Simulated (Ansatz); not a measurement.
**GeNH4 (quartet): the correlation ladder at distance Ge1–H5 along a hydrogen transfer = 1.534 Å, cc-pVDZ**

How much of the correlation energy of GeNH4 (quartet) does each wave-function method recover here?

The runs use Ansatz 0.2.0, Gaussian basis; cc-pVDZ, core rule «outside noble gas», up to 15 orbitals frozen.

Plan: UHF; CCSD(T) on ROHF; CCSD(T) on UHF; BCCD(T) on ROHF; CISD; CCSDT(Q) on ROHF; CCSDT(Q) on UHF; CASSCF and MRCISD+Q, 5 electrons in 5 orbitals; CASSCF and NEVPT2, 5 electrons in 5 orbitals.

10 further runs of the same task are left out: 2 for a mislabelled method, 8 that didn't finish.

**1. The system**

The geometry derives from fragments relaxed apart (PBE0/def2-TZVP) and kept rigid, so it is no stationary point. A hydrogen atom is moved between rigid fragments. No spin-orbit coupling is included. The filled d shell of Ge may be among the frozen orbitals whatever the setting's name suggests; the logs give the count.

6 atoms, charge 0, spin multiplicity 4.

Atoms are counted from 1 here; the program's logs count them from 0.

Bond lengths: Ge1–H2 1.534 Å, Ge1–H3 1.534 Å, Ge1–H4 1.534 Å, Ge1–H5 1.534 Å. Angles: H2–Ge1–H3 109.5°, H2–Ge1–H4 109.5°, H2–Ge1–H5 109.5°, H3–Ge1–H4 109.5°, H3–Ge1–H5 109.5°, H4–Ge1–H5 109.5°.

Geometry (Å):

| atom | x (Å) | y (Å) | z (Å) |
| --- | --- | --- | --- |
| Ge1 | -0.45861 | 0.00000 | 0.00000 |
| H2 | -0.97006 | 1.44660 | 0.00000 |
| H3 | -0.97006 | -0.72330 | 1.25279 |
| H4 | -0.97006 | -0.72330 | -1.25279 |
| H5 | 1.07574 | 0.00000 | 0.00000 |
| N6 | 2.51039 | 0.00000 | 0.00000 |

**2. UHF**

The input, in.yaml:

```yaml
crystal:
  periodic: [false, false, false]
  atoms:
    - {symbol: Ge, position_ang: [-0.458608, 0.000000, 0.000000]}
    - {symbol: H, position_ang: [-0.970058, 1.446599, 0.000000]}
    - {symbol: H, position_ang: [-0.970058, -0.723300, 1.252792]}
    - {symbol: H, position_ang: [-0.970058, -0.723299, -1.252792]}
    - {symbol: H, position_ang: [1.075741, 0.000000, 0.000000]}
    - {symbol: N, position_ang: [2.510392, 0.000000, 0.000000]}
basis:
  gaussian: {orbitals: cc-pVDZ}
magnetization: {spin_polarized: true, initial_magnetization: 3}
hamiltonian: {xc: hf}
output: {orbitals: {seedname: orbitals}}
```

Command:

```sh
> ansatz run in.yaml --threads 1 --pin off --events-out ev --progress --plain --max-ram 2393MiB
```

Further steps of the session: CCSD(T) on ROHF; CCSD(T) on UHF; BCCD(T) on ROHF; CISD; CCSDT(Q) on ROHF; CCSDT(Q) on UHF; CASSCF and MRCISD+Q, 5 electrons in 5 orbitals; CASSCF and NEVPT2, 5 electrons in 5 orbitals.

Before running them: what should the planned runs give, taken together? Wanted: UCCSDT(Q) below the RHF energy; RMP2 from UCCSDT(Q); UMP2 from UCCSDT(Q); RCCSD from UCCSDT(Q); RCCSD(T) from UCCSDT(Q); UCCSD(T) from UCCSDT(Q); RCCSDT(Q) from UCCSDT(Q); NEVPT2 pair from UCCSDT(Q); T1 diagnostic.

As calculated:

| quantity | value |
| --- | --- |
| UCCSDT(Q) below the RHF energy | -6.9065 eV |
| RMP2 from UCCSDT(Q) | +138.5 kJ/mol |
| UMP2 from UCCSDT(Q) | +135.8 kJ/mol |
| RCCSD from UCCSDT(Q) | +14.5 kJ/mol |
| RCCSD(T) from UCCSDT(Q) | +3.1 kJ/mol |
| UCCSD(T) from UCCSDT(Q) | +2.9 kJ/mol |
| RCCSDT(Q) from UCCSDT(Q) | +0.2 kJ/mol |
| NEVPT2 pair from UCCSDT(Q) | +133.7 kJ/mol |
| levels within 1 kcal/mol (43 meV) | RCCSD(T), UCCSD(T), BCCD(T), RCCSDT, UCCSDT, RCCSDT(Q) |
| T1 diagnostic | 0.023 |

What this shows: RCCSD(T) misses by +3.1 kJ/mol, 0.5 % of the correlation energy. These misses are within one basis, not against nature; the frozen cores of restricted and unrestricted runs differ, which can shift their rows.
